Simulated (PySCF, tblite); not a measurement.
# C5H10O2SSi: geometry, infrared bands and NMR shifts

What infrared bands and NMR shifts should C5H10O2SSi (`CC[Si]1(OC=O)CSC1`) show?

Programs: tblite 0.8.0 and PySCF 2.14.0, with density-fitted response routines of our own. Each step states its level of theory. These are calculated values for one molecule in the gas phase, unless marked as measured. Atoms are numbered from 0 throughout.

### Step 1. The starting structure

19 atoms, charge 0, multiplicity 1; geometry from: force field or distance geometry start.

Bonds of the start (Å): C0–C1 1.51, C1–Si2 1.86, Si2–O3 1.66, O3–C4 1.36, C4–O5 1.21, Si2–C6 1.87, C6–S7 1.84, S7–C8 1.85, C8–Si2 1.88, C0–H9 1.11, C0–H10 1.09, C0–H11 1.10, C1–H12 1.11, C1–H13 1.10, C4–H14 1.11, C6–H15 1.11, C6–H16 1.10, C8–H17 1.09, C8–H18 1.09.

### Step 2. Optimising the geometry with GFN2-xTB

The job: settings as JSON, then the geometry in Å.

```
{"job": {"kind": "relax", "xc": "GFN2-xTB", "basis": "xTB"}, "charge": 0, "multiplicity": 1}
C     -2.148400     0.960300    -0.595400
C     -1.309500     0.269600     0.447900
Si     0.414500    -0.213200    -0.071700
O      1.356500     1.055300    -0.594100
C      1.878900     1.957200     0.272600
O      1.709000     2.015000     1.470900
C      1.184400    -1.431200     1.116800
S      1.888100    -2.330600    -0.330700
C      0.366700    -1.729700    -1.187100
H     -3.147600     1.200500    -0.178600
H     -1.698900     1.898300    -0.927700
H     -2.308600     0.325500    -1.473600
H     -1.842900    -0.631100     0.802300
H     -1.227900     0.920400     1.330200
H      2.491600     2.681400    -0.304000
H      0.465000    -2.026400     1.708000
H      1.936900    -1.013800     1.797200
H      0.490900    -1.528500    -2.253500
H     -0.508600    -2.369600    -1.037000
```

Command:

```sh
$ OMP_NUM_THREADS=1 python probes_run.py task.json out
```

This one command runs all jobs of the session in turn.

**Question.** This job is followed by: GFN2-xTB harmonic vibrations, gas phase; GIAO PBE0/pcSseg-1 NMR shielding, non-relativistic, gas phase. Predict these results of the whole session: strongest single infrared mode (GFN2-xTB); zero-point energy (GFN2-xTB); 13C shifts against TMS (PBE0/pcSseg-1, means over atoms taken as alike); 1H shifts against TMS (PBE0/pcSseg-1, means over atoms taken as alike); 29Si shifts against TMS (PBE0/pcSseg-1); 17O shifts against H2O (PBE0/pcSseg-1); 33S shifts against CS2 (PBE0/pcSseg-1).

**Answer**, as computed:

| quantity | value |
| --- | --- |
| strongest single infrared mode (GFN2-xTB) | 1178 cm⁻¹, 532 km/mol |
| zero-point energy (GFN2-xTB) | 90.0 kcal/mol |
| 13C shifts against TMS (PBE0/pcSseg-1, means over atoms taken as alike) | 163.9, 28.8, 13.2, 6.8 ppm |
| 1H shifts against TMS (PBE0/pcSseg-1, means over atoms taken as alike) | 8.08, 3.08, 2.51, 1.43, 1.02 ppm |
| 29Si shifts against TMS (PBE0/pcSseg-1) | 19.7 ppm |
| 17O shifts against H2O (PBE0/pcSseg-1) | 462.6, 229.6 ppm |
| 33S shifts against CS2 (PBE0/pcSseg-1) | -82 ppm |

In words: Relaxing lowered the energy by 0.576 eV in 142 steps; the close pair that moved most is O3–C4, from 1.356 to 1.313 Å. All 51 modes are real, so the xTB geometry is a minimum. The strongest single mode, at 1178 cm⁻¹, moves mainly O3 and C4. GFN2-xTB is a fitted tight-binding method: band positions and strengths are rough. Its intensities can rank the bands wrongly. At PBE0/pcSseg-1: The widest tensor belongs to O5: span 639 ppm, with a paramagnetic part of -530 ppm.
